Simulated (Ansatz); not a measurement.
# HfO+ (quartet): from Hartree-Fock to the top rungs, def2-QZVPP

One table from this session's results is given with a row withheld; the runs are named, their logs left out.

The runs use Ansatz 0.2.0, Gaussian basis; def2-QZVPP, core rule «outside noble gas», up to 5 orbitals frozen.

To be run: UHF; ROHF; CCSD(T) on UHF.

### The system

The geometry is a PBE0/def2-TZVP stationary point (not a proven minimum) of the parent state, kept for this charge and spin. No spin-orbit coupling is included. Elements past krypton take def2 core potentials.

2 atoms, charge 1, spin multiplicity 4.

Atoms are counted from 1 here; the program's logs count them from 0.

Bond lengths: Hf1–O2 1.691 Å.

The first run:

File in.yaml:

```yaml
crystal:
  periodic: [false, false, false]
  atoms:
    - {symbol: Hf, position_ang: [0.000000, 0.000000, 0.000000]}
    - {symbol: O, position_ang: [0.000000, 0.000000, 1.691000]}
basis:
  gaussian: {orbitals: "def2-QZVPP.json"}
total_charge: 1
magnetization: {spin_polarized: true, initial_magnetization: 3}
hamiltonian: {xc: hf}
output: {orbitals: {seedname: orbitals}}
```

On the command line:

```
> ansatz run in.yaml --threads 1 --pin off --events-out ev --progress --plain --max-ram 4096MiB --backend cpu
```

Among the steps run: UHF; ROHF; CCSD(T) on UHF.

One table of the session follows, with a row left open; its other results are not shown here.

```
  method  from UCCSD(T) (meV)
    ROHF                    ?
     UHF              +7232.8
    UMP2               +534.6
   UCCSD               +290.4
UCCSD(T)                    0
```

Q: Estimate the row for ROHF from the others.

The run gave: from UCCSD(T) (meV): +7458.2. In the column «from UCCSD(T) (meV)» it is the highest.
